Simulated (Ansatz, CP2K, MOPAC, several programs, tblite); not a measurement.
Energy against volume for BaMg3S4 as one 8-atom ordering (Pm-3m) on the rocksalt lattice, at fixed shape and fractional coordinates, computed by several methods (PBE and r2SCAN, where shown, with plane waves in Ansatz); the cell shown is that of r2SCAN. It is cubic, Pm-3m (No. 221); a = 5.670 Å in the conventional setting, 22.78 Å³ an atom. Mg has 6 S at 2.83 Å; S has 2 Ba at 2.83 Å and 4 Mg at 2.83 Å; Ba has 6 S at 2.83 Å; S has 6 Mg at 2.83 Å. The structure was generated, not taken from experiment, and needn't be the ground state; spin polarisation is off. Energies count from each curve's lowest point; fits are third-order Birch-Murnaghan.

Space group Pm-3m (No. 221). a = 5.670 Å, b = 5.670 Å, c = 5.670 Å, α = 90.00°, β = 90.00°, γ = 90.00°
```json
{"atom": "Mg", "site": "3d", "symmetry": "4/mm.m", "x": "0.5000", "y": "0.0000", "z": "0.0000"}
{"atom": "S", "site": "3c", "symmetry": "4/mm.m", "x": "0.0000", "y": "0.5000", "z": "0.5000"}
{"atom": "Ba", "site": "1b", "symmetry": "m-3m", "x": "0.5000", "y": "0.5000", "z": "0.5000"}
{"atom": "S", "site": "1a", "symmetry": "m-3m", "x": "0.0000", "y": "0.0000", "z": "0.0000"}
```

GFN2-xTB (tblite), on the shape of the cell shown, as a cluster of 64 atoms at the zone centre:
```
V (Å³/atom)  E (meV/atom)
     20.047          0.00
     21.414         24.99
     22.780         64.82
     24.147        112.90
     25.514        166.06
```
This method closes the gap of a crystal that DFT finds insulating, so its curve rests on a wrong state.
The lowest point is an end point, so the minimum isn't bracketed.

Task: r2SCAN, on the shape of its own relaxed cell, gives
```
V (Å³/atom)  E (meV/atom)
     21.414         17.42
     22.097          4.12
     22.780          0.00
     23.464          3.77
     24.147         14.29
```
What equilibrium volume and bulk modulus follow?

Result: V₀ = 22.78 Å³ an atom and B₀ = 61 GPa.

PM7 (MOPAC), on the shape of the cell shown, as a cluster of 64 atoms at the zone centre:

| V (Å³/atom) | E (meV/atom) |
| --- | --- |
| 20.047 | 258.52 |
| 21.414 | 98.60 |
| 22.780 | 17.12 |
| 24.147 | 0.00 |
| 25.514 | 10.99 |

This method closes the gap of a crystal that DFT finds insulating, so its curve rests on a wrong state.
The points scatter about a smooth fit, so no fit is quoted.

PBE/SZV (CP2K), on the shape of the cell shown:
```csv
V (Å³/atom),E (meV/atom)
20.047,349.56
21.414,205.21
22.780,111.88
24.147,44.12
25.514,0.00
```
This method closes the gap of a crystal that DFT finds insulating, so its curve rests on a wrong state.
The lowest point is an end point, so the minimum isn't bracketed.

Task: PBE, on the shape of its own relaxed cell, gives
```tsv
V (Å³/atom)	E (meV/atom)
21.602	16.61
22.291	3.98
22.980	0.00
23.670	3.43
24.359	13.19
```
What equilibrium volume and bulk modulus follow?

Result: V₀ = 22.99 Å³ an atom and B₀ = 57 GPa.

The runs are scalar-relativistic, without spin-orbit coupling.
